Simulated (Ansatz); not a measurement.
**C2H5ClSi: small, medium and large basis sets**

An exercise on one series of results from a longer session: the logs are not shown, and one member is left open.

The runs use Ansatz 0.2.0, Gaussian basis; one geometry, several basis sets.

Levels to be run: PBE0-D4/def2-SVP; ωB97M-V/def2-SVP; PBE0-D4/def2-QZVPP; ωB97M-V/def2-QZVPP; the functionals' def2-TZVPP values are taken from earlier runs.

## The relaxed structure

All runs share one geometry, relaxed beforehand with PBE0-D4 in a triple-zeta def2 set.

SMILES `ClC1C[SiH2]1`, 9 atoms, charge 0, spin multiplicity 1.

Atoms are counted from 1 here; the program's logs count them from 0.

Bond lengths: Cl1–C2 1.761 Å, C2–C3 1.532 Å, C2–Si4 1.855 Å, C2–H5 1.084 Å, C3–Si4 1.853 Å, C3–H6 1.086 Å, C3–H7 1.085 Å, Si4–H8 1.475 Å, Si4–H9 1.478 Å. Angles: Cl1–C2–C3 117.2°, Cl1–C2–Si4 122.4°, Cl1–C2–H5 110.3°, C3–C2–Si4 65.5°, C3–C2–H5 115.4°, Si4–C2–H5 119.3°, C2–C3–Si4 65.7°, C2–C3–H6 115.0°, C2–C3–H7 116.2°, Si4–C3–H6 116.3°, Si4–C3–H7 122.5°, H6–C3–H7 113.0°, C2–Si4–C3 48.8°, C2–Si4–H8 118.2°, C2–Si4–H9 119.0°, C3–Si4–H8 118.0°, C3–Si4–H9 120.5°, H8–Si4–H9 115.9°.

Set-up of the first run:

File in.yaml:

```yaml
crystal:
  periodic: [false, false, false]
  atoms:
    - {symbol: Cl, position_ang: [-0.610223, -0.416648, -2.254300]}
    - {symbol: C, position_ang: [-0.442613, 0.373488, -0.689860]}
    - {symbol: C, position_ang: [0.930378, 0.305063, -0.014273]}
    - {symbol: Si, position_ang: [-0.417520, -0.575086, 0.903898]}
    - {symbol: H, position_ang: [-0.899637, 1.356646, -0.714453]}
    - {symbol: H, position_ang: [1.659255, -0.322263, -0.518184]}
    - {symbol: H, position_ang: [1.345745, 1.248875, 0.324094]}
    - {symbol: H, position_ang: [-0.452814, -2.048147, 0.838683]}
    - {symbol: H, position_ang: [-1.023871, 0.031775, 2.107296]}
basis:
  gaussian: {orbitals: def2-SVP}
hamiltonian: {xc: pbe0, dispersion: d4}
output: {orbitals: {seedname: orbitals}}
```

Started as:

```
ansatz run in.yaml --threads 2 --pin off --events-out ev --progress --plain --max-ram 4352MiB
```

Steps of the session up to this table: PBE0-D4 in def2-SVP; ωB97M-V in def2-SVP; PBE0-D4 in def2-QZVPP; ωB97M-V in def2-QZVPP.

One of the session's tables, all rows but one given; the rest of the session is left out.

It belongs to the step «Functionals by basis». 

```
functional       basis  HOMO (eV)  LUMO (eV)
   PBE0-D4    def2-SVP      -6.92       0.21
   PBE0-D4  def2-TZVPP      -7.00      -0.24
   PBE0-D4  def2-QZVPP      -7.03      -0.36
   ωB97M-V    def2-SVP      -9.04       2.17
   ωB97M-V  def2-TZVPP          ?          ?
   ωB97M-V  def2-QZVPP      -9.19       1.15
```

**Question.** Estimate the row for ωB97M-V, def2-TZVPP.

**Answer.** HOMO (eV): -9.15; LUMO (eV): 1.48. In the column «HOMO (eV)» it lies between ωB97M-V, def2-QZVPP (-9.19) and ωB97M-V, def2-SVP (-9.04).
